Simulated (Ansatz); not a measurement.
# C2H9BSSi: basis-set convergence

One table from this session's results is given with a row withheld; the runs are named, their logs left out.

The runs use Ansatz 0.2.0, Gaussian basis; one geometry, several basis sets.

Levels to be run: PBE0-D4/def2-SVP; ωB97M-V/def2-SVP; PBE0-D4/def2-QZVPP; ωB97M-V/def2-QZVPP; the functionals' def2-TZVPP values are taken from earlier runs.

**The geometry**

All runs share one geometry, relaxed beforehand with PBE0-D4 in a triple-zeta def2 set.

SMILES `CB[SiH2]SC`, 14 atoms, charge 0, spin multiplicity 1.

Atoms are counted from 1 here; the program's logs count them from 0.

Bond lengths: C1–B2 1.548 Å, C1–H6 1.106 Å, C1–H7 1.091 Å, C1–H8 1.092 Å, B2–Si3 2.016 Å, B2–H9 1.201 Å, Si3–S4 2.134 Å, Si3–H10 1.495 Å, Si3–H11 1.495 Å, S4–C5 1.815 Å, C5–H12 1.090 Å, C5–H13 1.090 Å, C5–H14 1.090 Å. Angles: B2–C1–H6 102.9°, B2–C1–H7 116.0°, B2–C1–H8 114.7°, H6–C1–H7 106.0°, H6–C1–H8 105.4°, H7–C1–H8 110.5°, C1–B2–Si3 124.2°, C1–B2–H9 119.1°, Si3–B2–H9 116.6°, B2–Si3–S4 109.6°, B2–Si3–H10 110.6°, B2–Si3–H11 111.2°, S4–Si3–H10 109.8°, S4–Si3–H11 109.8°, H10–Si3–H11 105.8°, Si3–S4–C5 100.5°, S4–C5–H12 110.9°, S4–C5–H13 110.9° and more.

The first run:

in.yaml

```yaml
crystal:
  periodic: [false, false, false]
  atoms:
    - {symbol: C, position_ang: [-1.931709, 1.265123, 1.277392]}
    - {symbol: B, position_ang: [-0.418140, 1.544282, 1.112124]}
    - {symbol: Si, position_ang: [0.840667, 0.373265, 0.058594]}
    - {symbol: S, position_ang: [-0.249493, -1.227606, -0.836947]}
    - {symbol: C, position_ang: [1.087360, -2.090116, -1.709664]}
    - {symbol: H, position_ang: [-1.974475, 0.682933, 2.216355]}
    - {symbol: H, position_ang: [-2.389128, 0.635308, 0.512680]}
    - {symbol: H, position_ang: [-2.541943, 2.153005, 1.457792]}
    - {symbol: H, position_ang: [0.071426, 2.476428, 1.690798]}
    - {symbol: H, position_ang: [1.534435, 1.167961, -1.001375]}
    - {symbol: H, position_ang: [1.924238, -0.177299, 0.929482]}
    - {symbol: H, position_ang: [1.841462, -2.449485, -1.009376]}
    - {symbol: H, position_ang: [1.551746, -1.439056, -2.450497]}
    - {symbol: H, position_ang: [0.640553, -2.944043, -2.218458]}
basis:
  gaussian: {orbitals: def2-SVP}
hamiltonian: {xc: pbe0, dispersion: d4}
output: {orbitals: {seedname: orbitals}}
```

The run is started by

```sh
$ ansatz run in.yaml --threads 4 --pin off --events-out ev --progress --plain --max-ram 10444MiB
```

Steps of the session up to this table: PBE0-D4 in def2-SVP; ωB97M-V in def2-SVP; PBE0-D4 in def2-QZVPP; ωB97M-V in def2-QZVPP.

One table of the session follows, with a row left open; its other results are not shown here.

It belongs to the step «Density functionals: the series». 

```
functional       basis  HOMO (eV)  LUMO (eV)
   PBE0-D4    def2-SVP      -6.62      -1.81
   PBE0-D4  def2-TZVPP      -6.74      -1.86
   PBE0-D4  def2-QZVPP      -6.76      -1.88
   ωB97M-V    def2-SVP      -8.78       0.22
   ωB97M-V  def2-TZVPP          ?          ?
   ωB97M-V  def2-QZVPP      -8.96       0.06
```

**Question.** Estimate the row for ωB97M-V, def2-TZVPP.

**Answer.** HOMO (eV): -8.93; LUMO (eV): 0.10. In the column «HOMO (eV)» it lies between ωB97M-V, def2-QZVPP (-8.96) and ωB97M-V, def2-SVP (-8.78).
